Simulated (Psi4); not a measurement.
**GaH3F− (SMILES [F][GaH3-]) at MP2/cc-pVQZ-DK (sfX2C, density fitting, density fitting for correlation, sweep point 3)**

What is the energy change on altering one bond length of GaH3F− at MP2/cc-pVQZ-DK (sfX2C, density fitting, density fitting for correlation, sweep point 3)? 

The calculation is run with Psi4 1.11.

## (1) The system as given

GaH3F− has 5 atoms, charge -1, and is taken as a singlet. As SMILES, `[F][GaH3-]`. Geometry: a GFN2-xTB relaxation, a rough one for these elements and not checked as a minimum.

Bond lengths: F1–Ga2 1.781 Å, Ga2–H3 1.554 Å, Ga2–H4 1.555 Å, Ga2–H5 1.553 Å. Angles: F1–Ga2–H3 106.4°, F1–Ga2–H4 106.1°, F1–Ga2–H5 106.7°, H3–Ga2–H4 112.4°, H3–Ga2–H5 112.1°, H4–Ga2–H5 112.7°.

## (2) The energy at MP2/cc-pVQZ-DK (sfX2C, density fitting, density fitting for correlation, sweep point 3)

fgah3.dat

```
memory 1.6 GB

molecule geom {
  -1 1
  F     -0.500550    -0.495900     1.533090
  Ga     0.029420     0.026920    -0.084310
  H     -0.873870     1.229730    -0.473840
  H     -0.177300    -1.196140    -1.021500
  H      1.522310     0.435400     0.046550
  symmetry c1
}

set basis cc-pVQZ-DK
set reference rhf
set puream true
set scf_type df
set num_frozen_docc 10
set relativistic x2c

energy_value = energy("mp2")
print_variables()
```

Run with:

```sh
$ psi4 -i fgah3.dat -o fgah3.out -n 1
```

fgah3.out:

```text
[...]
  Running in c1 symmetry.
[...]
  Nuclear repulsion =  120.551075865847068
[...]
  Multiplicity = 1
[...]
  Nalpha       = 22
  Nbeta        = 22
[...]
    Number of basis functions: 213
[...]
    WARNING: The X2C and Dirac Hamiltonians have substatially different eigenvalues!
             This is probably caused by the recontraction of the basis set.
[...]
   @DF-RHF iter   1: -2041.74969758024440   -2.84335e+00   1.27926e-02 DIIS/ADIIS
[...]
   @DF-RHF iter  12: -2043.57690641239356   -9.09495e-12   1.88162e-09 DIIS
[...]
    Orbital Energies [Eh]
    ---------------------
    Doubly Occupied:
       1A   -383.431939     2A    -49.023028     3A    -42.482798
       4A    -42.482785     5A    -42.482705     6A    -26.017718
       7A     -6.324864     8A     -4.275365     9A     -4.275093
      10A     -4.275069    11A     -1.281766    12A     -0.922270
      13A     -0.922225    14A     -0.919768    15A     -0.915867
      16A     -0.915808    17A     -0.442249    18A     -0.369173
      19A     -0.369113    20A     -0.319523    21A     -0.198929
      22A     -0.198289
[...]
  @DF-RHF Final Energy: -2043.57690641239356
   => Energetics <=
    Nuclear Repulsion Energy =            120.5510758658470678
    One-Electron Energy =               -3102.5632800014409440
    Two-Electron Energy =                 938.4352977232003923
    Total Energy =                      -2043.5769064123935550
[...]
 Multipole Moments:
 ------------------------------------------------------------------------------------
     Multipole            Electronic (a.u.)      Nuclear  (a.u.)        Total (a.u.)
 ------------------------------------------------------------------------------------
 L = 1.  Multiply by 2.5417464519 to convert [e a0] to [Debye]
 Dipole X            :         -0.3096658            0.3612003            0.0515345
 Dipole Y            :         -0.3236848            0.3667300            0.0430451
 Dipole Z            :          0.9974852           -1.1294028           -0.1319176
 Magnitude           :                                                    0.1480234
[...]
```

Wall time 23 s (1 thread of Intel Xeon Platinum 8259CL at 2.50GHz (Skylake/Cascade Lake), shared host); peak memory 0.76 GiB.

## (3) The distorted shape, same level

fgah3.inp

```
memory 1.6 GB

molecule {
  -1 1
  F      0.222075    -1.458139     1.844711
  Ga     0.752045    -0.935319     0.227311
  H     -0.873870     1.229730    -0.473840
  H      0.545325    -2.158379    -0.709879
  H      2.244935    -0.526839     0.358171
  symmetry c1
}

set {
  reference       rhf
  puream          true
  scf_type        df
  num_frozen_docc 10
  relativistic    x2c
}

e_tot, wfn = energy("mp2/cc-pVQZ-DK", return_wfn=True)
```

Run with:

```sh
$ psi4 -n 1 fgah3.inp fgah3.out
```

fgah3.out:

```text
[...]
  Running in c1 symmetry.
[...]
  Nuclear repulsion =  115.236723655344733
[...]
  Multiplicity = 1
[...]
  Nalpha       = 22
  Nbeta        = 22
[...]
    Number of basis functions: 213
[...]
    WARNING: The X2C and Dirac Hamiltonians have substatially different eigenvalues!
             This is probably caused by the recontraction of the basis set.
[...]
   @DF-RHF iter   1: -2041.27321382060404   -2.71555e+00   1.29060e-02 DIIS/ADIIS
[...]
   @DF-RHF iter  13: -2043.50631028151633   -5.68434e-12   2.28277e-09 DIIS
[...]
    Orbital Energies [Eh]
    ---------------------
    Doubly Occupied:
       1A   -383.516206     2A    -49.104644     3A    -42.565956
       4A    -42.563937     5A    -42.563796     6A    -26.067382
       7A     -6.406248     8A     -4.358404     9A     -4.355627
      10A     -4.355170    11A     -1.328916    12A     -1.003066
      13A     -1.002267    14A     -1.000032    15A     -0.997120
      16A     -0.995520    17A     -0.479039    18A     -0.415868
      19A     -0.410161    20A     -0.350644    21A     -0.249953
      22A     -0.121129
[...]
  @DF-RHF Final Energy: -2043.50631028151633
   => Energetics <=
    Nuclear Repulsion Energy =            115.2367236553447327
    One-Electron Energy =               -3089.0638988729097036
    Two-Electron Energy =                 930.3208649360489062
    Total Energy =                      -2043.5063102815161074
[...]
 Multipole Moments:
 ------------------------------------------------------------------------------------
     Multipole            Electronic (a.u.)      Nuclear  (a.u.)        Total (a.u.)
 ------------------------------------------------------------------------------------
 L = 1.  Multiply by 2.5417464519 to convert [e a0] to [Debye]
 Dipole X            :          1.7822011           -0.3536719            1.4285292
 Dipole Y            :         -3.0685456            1.3186454           -1.7499002
 Dipole Z            :          1.8387849           -1.4376805            0.4011044
 Magnitude           :                                                    2.2942823
[...]
```

Run time: 20 s. Hardware: 1 thread of Intel Xeon Platinum 8259CL at 2.50GHz (Skylake/Cascade Lake), shared host; peak memory 0.75 GiB.

## (4) Outcome

At MP2/cc-pVQZ-DK (sfX2C, density fitting, density fitting for correlation, sweep point 3), 10 core orbitals frozen:

| quantity | value |
| --- | --- |
| first shape: total energy | -2044.14611 Eh |
| first shape: HOMO energy (Hartree–Fock orbitals) | -5.40 eV |
| first shape: LUMO energy (Hartree–Fock orbitals) | 6.22 eV |
| first shape: HOMO–LUMO gap (to an unbound level, set by the basis) | 11.62 eV |
| first shape: correlation energy (10 core orbitals frozen) | -569.2 mEh |
| distorted shape: total energy | -2044.06426 Eh |
| distorted shape: HOMO energy (Hartree–Fock orbitals) | -3.30 eV |
| distorted shape: LUMO energy (Hartree–Fock orbitals) | 5.82 eV |
| distorted shape: HOMO–LUMO gap (to an unbound level, set by the basis) | 9.12 eV |
| distorted shape: correlation energy (10 core orbitals frozen) | -557.9 mEh |
| energy change with the Ga2–H3 bond stretched from 1.554 to 2.797 Å | 2.227 eV |

What this shows: With the Ga2–H3 bond stretched from 1.554 to 2.797 Å the energy rises by 2.23 eV (215 kJ/mol). The first shape isn't relaxed at this level, so the change isn't measured from a minimum.
